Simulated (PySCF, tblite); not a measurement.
# C7H7+: geometry, infrared bands and NMR shifts

Aim: predict the infrared bands and NMR shifts of C7H7+ (`C=C[C@@H]1C[c+]2cc21`).

Programs: tblite 0.8.0 and PySCF 2.14.0, with density-fitted response routines of our own. Each step states its level of theory. These are calculated values for one molecule in the gas phase, unless marked as measured. Atoms are numbered from 0 throughout.

## 1. Starting geometry

14 atoms, charge 1, multiplicity 1; geometry from: force field or distance geometry start.

Bonds of the start (Å): C0–C1 1.35, C1–C2 1.47, C2–C3 1.55, C3–C4 1.46, C4–C5 1.37, C5–C6 1.30, C6–C2 1.50, C6–C4 1.68, C0–H7 1.08, C0–H8 1.08, C1–H9 1.10, C2–H10 1.10, C3–H11 1.10, C3–H12 1.08, C5–H13 1.06.

## 2. Optimising the geometry with GFN2-xTB

The job: settings as JSON, then the geometry in Å.

```
{"job": {"kind": "relax", "xc": "GFN2-xTB", "basis": "xTB"}, "charge": 1, "multiplicity": 1}
C      2.386300    -0.183900    -0.342500
C      1.193900    -0.662700     0.056900
C     -0.060700    -0.126400    -0.482100
C     -0.614100     1.136600     0.219300
C     -1.977700     0.620200     0.342300
C     -2.489100    -0.652900     0.413600
C     -1.286700    -0.866800    -0.031900
H      3.312300    -0.572600     0.063200
H      2.455800     0.609900    -1.077300
H      1.156700    -1.465000     0.809400
H     -0.016000    -0.006500    -1.578900
H     -0.178500     1.344800     1.212300
H     -0.545400     2.045800    -0.360900
H     -3.337600    -1.221000     0.689600
```

Launch:

```console
$ OMP_NUM_THREADS=1 python probes_run.py task.json out
```

The driver reads the jobs from task.json and runs them one after another.

**Question.** This job is followed by: GFN2-xTB harmonic vibrations, gas phase; GIAO PBE0/pcSseg-1 NMR shielding, non-relativistic, gas phase. Predict these results of the whole session: strongest single infrared mode (GFN2-xTB); zero-point energy (GFN2-xTB); ¹³C shifts against TMS (PBE0/pcSseg-1); ¹H shifts against TMS (PBE0/pcSseg-1).

As calculated:

```
                                 quantity                                              value
strongest single infrared mode (GFN2-xTB)                              3193 cm⁻¹, 161 km/mol
             zero-point energy (GFN2-xTB)                                      67.2 kcal/mol
   ¹³C shifts against TMS (PBE0/pcSseg-1)  347.8, 340.2, 146.4, 129.0, 107.6, 45.5, 35.9 ppm
    ¹H shifts against TMS (PBE0/pcSseg-1)       9.54, 7.02, 6.97, 5.66, 5.64, 5.25, 5.17 ppm
```

**Reading.** Over 107 steps the energy fell by 0.380 eV; of the close pairs, C5–C6 changed most, 1.300 to 1.353 Å. All 36 modes are real, so the xTB geometry is a minimum. The strongest single mode, at 3193 cm⁻¹, moves mainly H13. GFN2-xTB is a fitted tight-binding method: band positions and strengths are rough. Its intensities can rank the bands wrongly.
